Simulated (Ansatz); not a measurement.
Input of an Ansatz 0.2.0 run:

The input input.yaml:

```yaml
crystal:
  lattice:
    - [6.9856493127, 0.0, 0.0]
    - [-3.4928246563, 6.0497497667, 0.0]
    - [0.0, 0.0, 23.7037587794]
  atoms:
    - { symbol: Pb, position: [0.3333333333, 0.1666666667, 0.3374992158] }
    - { symbol: Pb, position: [0.3333333333, 0.6666666667, 0.3374992158] }
    - { symbol: Pb, position: [0.8333333333, 0.1666666667, 0.3374992158] }
    - { symbol: Pb, position: [0.8333333333, 0.6666666667, 0.3374992158] }
    - { symbol: Pb, position: [0.6666666667, 0.3333333333, 0.457812598] }
    - { symbol: Pb, position: [0.6666666667, 0.8333333333, 0.457812598] }
    - { symbol: Pb, position: [0.1666666667, 0.3333333333, 0.457812598] }
    - { symbol: Pb, position: [0.1666666667, 0.8333333333, 0.457812598] }
    - { symbol: Pb, position: [0.0, 0.5, 0.5781259802] }
    - { symbol: Pb, position: [0.0, 0.0, 0.5781259802] }
    - { symbol: Pb, position: [0.5, 0.5, 0.5781259802] }
    - { symbol: Pb, position: [0.5, 0.0, 0.5781259802] }
    - { symbol: O, position: [0.5, 0.0, 0.7055319342] }
    - { symbol: H, position: [0.3411182421, -0.0453789074, 0.7055319342] }
    - { symbol: H, position: [0.5778857081, 0.1636305849, 0.7055319342] }
hamiltonian:
  xc: pbe
  pseudopotentials: { kind: paw }
kpoints:
  mp_grid: { grid: [5, 5, 1] }
scf:
  occupations: { method: fermi_dirac, width: 0.05 }
output:
  forces: true
  eigenvalues: true
efield:
  axis: 3
  dipole_correction: true
  ramp_width: 0.04
```

Potentials or basis: Ansatz PAW.

The run is started by

```sh
$ ansatz run input.yaml --threads 4 --pin off --max-ram 11264MiB --backend cpu --events-out ev --progress --plain --runs-dir out
```

Question: Estimate the band gap on the k mesh.

Answer: None (metal or under the smearing width).

Question: Predict the work function of the upper face.

Answer: 3.86 eV.

Question: What does it give for the dipole across the slab?

Answer: 0.023 e·Å.

Question: What does it give for the largest force?

Answer: 0.781 eV/Å.

Forces in eV/Å, atoms in the order of the input:
```
Pb   0.005 -0.006  0.075
Pb   0.023  0.021  0.071
Pb  -0.004 -0.031  0.070
Pb  -0.021  0.015  0.058
Pb   0.010  0.002 -0.048
Pb  -0.010  0.004 -0.056
Pb  -0.007  0.005  0.005
Pb   0.005 -0.009 -0.048
Pb  -0.021  0.006 -0.061
Pb   0.035  0.004 -0.044
Pb   0.019 -0.035 -0.045
Pb   0.003 -0.002 -0.044
O   -0.628  0.463 -0.003
H    0.680  0.308  0.036
H   -0.087 -0.746  0.036
```

The run has no spin-orbit coupling, so splittings on Pb are missing.
